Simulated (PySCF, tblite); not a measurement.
# C₂H₁₁NO₂Si₂: geometry, infrared bands and NMR shifts

Aim: predict the infrared bands and NMR shifts of C₂H₁₁NO₂Si₂ (`COC[Si@H](N)O[SiH3]`).

The runs use tblite 0.8.0 and PySCF 2.14.0, with density-fitted response routines of our own; the level of theory stands in each step. All values are computed, except where a source is named. Atoms are numbered from 0 throughout.

**1. The molecule as given**

18 atoms, charge 0, multiplicity 1; geometry from: force field or distance geometry start.

Bonds of the start (Å): C0–O1 1.41, O1–C2 1.45, C2–Si3 1.88, Si3–N4 1.72, Si3–O5 1.64, O5–Si6 1.66, C0–H7 1.09, C0–H8 1.10, C0–H9 1.10, C2–H10 1.10, C2–H11 1.09, Si3–H12 1.47, N4–H13 1.01, N4–H14 1.01, Si6–H15 1.49, Si6–H16 1.48, Si6–H17 1.48.

**2. Geometry optimisation with GFN2-xTB**

Job settings and geometry (Å):

```
{"job": {"kind": "relax", "xc": "GFN2-xTB", "basis": "xTB"}, "charge": 0, "multiplicity": 1}
C     -2.760200     0.376800    -0.724800
O     -1.621200     0.334500     0.097700
C     -0.740200    -0.765500    -0.246900
Si     0.798200    -0.954400     0.810000
N      0.401400    -1.276400     2.452300
O      1.733400     0.393900     0.907400
Si     2.462100     1.462000    -0.135200
H     -2.474300     0.529200    -1.765200
H     -3.378200     1.224500    -0.408800
H     -3.361400    -0.537800    -0.613300
H     -1.323300    -1.697800    -0.194800
H     -0.431700    -0.626400    -1.287300
H      1.621000    -2.093300     0.364100
H     -0.219200    -0.531900     2.746500
H      1.246100    -1.145300     2.996100
H      3.041800     2.589900     0.643500
H      1.463200     1.969200    -1.099500
H      3.533700     0.755100    -0.879400
```

Command:

```console
OMP_NUM_THREADS=1 python probes_run.py task.json out
```

The driver reads the jobs from task.json and runs them one after another.

**Question.** This job is followed by: GFN2-xTB harmonic vibrations, gas phase; GIAO PBE0/pcSseg-1 NMR shielding, non-relativistic, gas phase. What will the session give for the following? strongest single infrared mode (GFN2-xTB); zero-point energy (GFN2-xTB); 13C shifts against TMS (PBE0/pcSseg-1); 1H shifts against TMS (PBE0/pcSseg-1, means over atoms taken as alike); 17O shifts against H2O (PBE0/pcSseg-1); 29Si shifts against TMS (PBE0/pcSseg-1); 15N shifts against NH3 (PBE0/pcSseg-1).

The runs gave:

| quantity | value |
| --- | --- |
| strongest single infrared mode (GFN2-xTB) | 1076 cm⁻¹, 650 km/mol |
| zero-point energy (GFN2-xTB) | 81.7 kcal/mol |
| 13C shifts against TMS (PBE0/pcSseg-1) | 67.1, 65.5 ppm |
| 1H shifts against TMS (PBE0/pcSseg-1, means over atoms taken as alike) | 5.14, 4.73, 3.52, 3.06, 3.00, 1.26 ppm |
| 17O shifts against H2O (PBE0/pcSseg-1) | 47.0, -2.0 ppm |
| 29Si shifts against TMS (PBE0/pcSseg-1) | -33.9, -46.0 ppm |
| 15N shifts against NH3 (PBE0/pcSseg-1) | 28.6 ppm |

In words: Over 127 steps the energy fell by 0.376 eV; of the close pairs, O5–Si6 changed most, 1.661 to 1.620 Å. All 48 modes are real, so the xTB geometry is a minimum. The strongest single mode, at 1076 cm⁻¹, moves mainly O5. GFN2-xTB is a fitted tight-binding method: band positions and strengths are rough. Its intensities can rank the bands wrongly. C2 (sp3 CH2 bonded to O and Si) lies farthest downfield among carbon, at 67.1 ppm; pulled downfield by the heteroatom.
